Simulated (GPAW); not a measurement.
Input of a GPAW 26.7.0 run:

Contents of run.py:

```python
from ase import Atoms
from ase.dft.bandgap import bandgap
from ase.io import write
from ase.units import GPa
from ase.parallel import parprint
from gpaw import GPAW, PW

atoms = Atoms(['Ni', 'Mo', 'Pd', 'Ir', 'W'],
              cell=[[2.760777569, 0.0, 0.0],
                    [-1.3803887845, 2.3909035089, 0.0],
                    [0.0, 0.0, 11.34051]],
              scaled_positions=[[0.0, 0.0, 0.70917],
                                [0.6666666667, 0.3333333333, 0.29425],
                                [0.6666666667, 0.3333333333, 0.89901],
                                [0.0, 0.0, 0.10604],
                                [0.6666666667, 0.3333333333, 0.52921]],
              pbc=True)

calc = GPAW(mode=PW(600),
            xc='PBE',
            kpts={'size': (8, 8, 2), 'gamma': True},
            occupations={'name': 'fermi-dirac', 'width': 0.05},
            nbands=64,
            convergence={'density': 1e-05, 'energy': 1e-05},
            maxiter=150,
            txt='gpaw.txt')
atoms.calc = calc
energy = atoms.get_potential_energy()
forces = atoms.get_forces()
stress = atoms.get_stress()
calc.write('gs.gpw')
write('result.traj', atoms)
parprint(f'Energy: {energy:.6f} eV')
parprint('Forces (eV/A):')
parprint(forces.round(4))
parprint('Stress (GPa):', (stress / GPa).round(3))
parprint('Fermi level:', round(calc.get_fermi_level(), 4), 'eV')
parprint(f'Gap: {bandgap(calc)[0]:.4f} eV, direct: {bandgap(calc, direct=True)[0]:.4f} eV')
```

Potentials or basis: GPAW PAW data sets (gpaw-data 1.2.1), pw.

Launch:

```bash
$ OMP_NUM_THREADS=1 mpirun -n 8 gpaw python run.py
```

What does it give for the band gap on the k mesh?

None (metal or under the smearing width).

What does it give for the largest force?

0.285 eV/Å.

Stress tensor (GPa, compression positive):
```
-0.23  0.00  0.00
 0.00 -0.23  0.00
 0.00  0.00  0.11
```

Caveat: the stock nickel data set gives pressures a few GPa off other programs. Spin polarisation is off, so any magnetic state and its effect on volume and gap are missing.
